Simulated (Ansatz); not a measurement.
**Mo: the crystal squeezed far**

One table from this session's results is given with a row withheld; the runs are named, their logs left out.

Computed with Ansatz 0.2.0 (DFT LDA, with the methods named in each step, unless a step's input says otherwise).

1 further run of the same task is left out (it didn't finish). Runs told in other sessions of the task aren't counted.

### Starting point

The structure is cubic, space group Pm-3m (No. 221). The conventional cell has a = 2.535 Å, b = 2.535 Å, c = 2.535 Å, α = 90.00°, β = 90.00°, γ = 90.00°. Mo (site symmetry m-3m) is surrounded by 6 Mo at 2.54 Å.

Coordinates:

```
CELL_PARAMETERS angstrom
2.53507 0.00000 0.00000
0.00000 2.53507 0.00000
0.00000 0.00000 2.53507
ATOMIC_POSITIONS crystal
Mo 0.00000 0.00000 0.00000
```

Whether this phase is the stable one at these pressures isn't tested.

Set-up of the first run:

Contents of input.yaml:

```yaml
crystal:
  lattice:
    - [2.5350684481, 0.0, 0.0]
    - [0.0, 2.5350684481, 0.0]
    - [0.0, 0.0, 2.5350684481]
  atoms:
    - { symbol: Mo, position: [0.0, 0.0, 0.0] }
kpoints:
  mp_grid: { grid: [17, 17, 17] }
scf:
  occupations: { method: fermi_dirac, width: 0.05 }
hamiltonian:
  xc: lda
  pseudopotentials: { kind: paw }
output:
  forces: true
  stress: true
  write_density: true
  write_potential: true
  elf: true
  volumetric_format: npy
relax:
  f_tol: 0.005
  max_steps: 40
  cell: {}
```

On the command line:

```sh
$ ansatz run input.yaml --threads 1 --pin off --max-ram 2048MiB --backend cpu --events-out ev --progress --plain --runs-dir out
```

Steps of the session up to this table: Cell relaxed at zero pressure, PAW; Volume scaled by 1, PAW; Volume scaled by 0.88, PAW; Volume scaled by 0.88, PAW (cutoff 250 eV); Volume scaled by 0.78, PAW; Volume scaled by 0.68, PAW; Volume scaled by 0.58, PAW; Volume scaled by 0.58, PAW (level accurate); Volume scaled by 0.5, PAW; Volume scaled by 0.43, PAW; Volume scaled by 0.43, PAW (cutoff 800 eV).

One of the session's tables, all rows but one given; the rest of the session is left out.

```
              method  volume over the first  volume (Å³/atom)  pressure (GPa)
                 PAW                      1            16.674            0.00
                 PAW                   0.88            14.673           37.14
                 PAW                   0.78            13.006           90.82
                 PAW                   0.68            11.338          183.36
                 PAW                   0.58             9.671          360.12
                 PAW                    0.5             8.337          621.33
                 PAW                   0.43             7.170         1029.36
 PAW (cutoff 250 eV)                   0.88                 ?               ?
 PAW (cutoff 800 eV)                   0.43             7.170         1029.18
PAW (level accurate)                   0.58             9.671          360.88
```

Estimate the missing values for PAW (cutoff 250 eV), 0.88.

**Answer.** volume (Å³/atom): 14.673; pressure (GPa): 37.46.

To keep in mind: At pressures up to 1029 GPa the PAW spheres may overlap and frozen cores may not hold, so those PAW values are rough without an all-electron check. Warnings in the runs' records: cutoff below recommended.
